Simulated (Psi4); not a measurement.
**CH2I2 (diiodomethane) at HF/def2-SVPD (density fitting, core potential, sweep point 6)**

We compute a single-point energy of CH2I2 (diiodomethane). Input form: a Python script.

The results are computed with Psi4 1.11.

2 further runs of the same task are left out: 2 set aside as unsound or not needed.

## Step 1: The system as given

The species is CH2I2 (5 atoms), meant as a singlet with charge 0. SMILES: `ICI`. The shape is that of a PBE0-D4/def2-TZVP optimisation.

Bond lengths: I1–C2 2.122 Å, C2–I3 2.122 Å, C2–H4 1.084 Å, C2–H5 1.084 Å. Angles: I1–C2–I3 115.2°, I1–C2–H4 107.5°, I1–C2–H5 107.5°, I3–C2–H4 107.5°, I3–C2–H5 107.5°, H4–C2–H5 111.7°.

## Step 2: A single-point energy at HF/def2-SVPD (density fitting, core potential, sweep point 6)

job.py

```python
import psi4

psi4.set_memory(1600000000)
psi4.set_num_threads(1)
psi4.core.set_output_file('output.dat', False)

mol = psi4.geometry("""
0 1
I     -0.649400    -0.998600     1.624400
C     -0.133200     0.090700    -0.122200
I      1.923900     0.045000    -0.642100
H     -0.403500     1.126400     0.047700
H     -0.688000    -0.337100    -0.949100
units angstrom
symmetry c1
""")

options = {'basis': 'def2-SVPD', 'reference': 'rhf', 'scf_type': 'df', 'guess': 'sap'}
psi4.set_options(options)

E = psi4.energy('scf')
print('E =', round(E, 9))
```

Command:

```bash
$ python job.py
```

output.dat:

```text
[...]
    !!!  WARNING: ECP capability is in beta. Please check occupations closely.  !!!
[...]
  Running in c1 symmetry.
[...]
  Nuclear repulsion =  193.142789874403377
[...]
  Multiplicity = 1
[...]
  Nalpha       = 29
  Nbeta        = 29
[...]
    Number of basis functions: 106
[...]
   @DF-RHF iter   1:  -164.17830686583142   -1.64178e+02   3.69679e-01 ADIIS
[...]
   @DF-RHF iter  12:  -632.29324603911300   -1.63087e-07   4.47687e-07 DIIS
[...]
    Orbital Energies [Eh]
    ---------------------
    Doubly Occupied:
       1A    -11.343378     2A     -7.748185     3A     -7.748179
       4A     -5.605156     5A     -5.605149     6A     -5.592159
       7A     -5.592152     8A     -5.592038     9A     -5.592032
      10A     -2.300900    11A     -2.300719    12A     -2.295047
      13A     -2.294984    14A     -2.294884    15A     -2.294866
      16A     -2.281456    17A     -2.281455    18A     -2.281449
      19A     -2.281449    20A     -1.034666    21A     -0.898602
      22A     -0.822810    23A     -0.648123    24A     -0.534873
      25A     -0.489315    26A     -0.385920    27A     -0.380666
      28A     -0.375094    29A     -0.359778
[...]
  @DF-RHF Final Energy:  -632.29324603911300
   => Energetics <=
    Nuclear Repulsion Energy =            193.1427898744033769
    One-Electron Energy =               -1472.3610403758198117
    Two-Electron Energy =                 646.9250044623033773
    Total Energy =                       -632.2932460391130007
[...]
 Multipole Moments:
 ------------------------------------------------------------------------------------
     Multipole            Electronic (a.u.)      Nuclear  (a.u.)        Total (a.u.)
 ------------------------------------------------------------------------------------
 L = 1.  Multiply by 2.5417464519 to convert [e a0] to [Debye]
 Dipole X            :          8.1028079           -8.4473213           -0.3445134
 Dipole Y            :         -5.9686516            6.2223645            0.2537129
 Dipole Z            :          6.4508901           -6.7250669           -0.2741769
 Magnitude           :                                                    0.5081660
[...]
```

The script printed:

```text
E = -632.293246039
```

It took 4.8 s on 1 thread of Intel Xeon Platinum 8259CL at 2.50GHz (Skylake/Cascade Lake), shared host; peak memory 0.24 GiB.

## Step 3: Summary of results

Level: HF/def2-SVPD (density fitting, core potential, sweep point 6).

| quantity | value |
| --- | --- |
| total energy | -632.29325 Eh |
| dipole moment | 1.29 D |
| HOMO energy | -9.79 eV |
| LUMO energy | 0.95 eV |
| HOMO–LUMO gap | 10.74 eV |
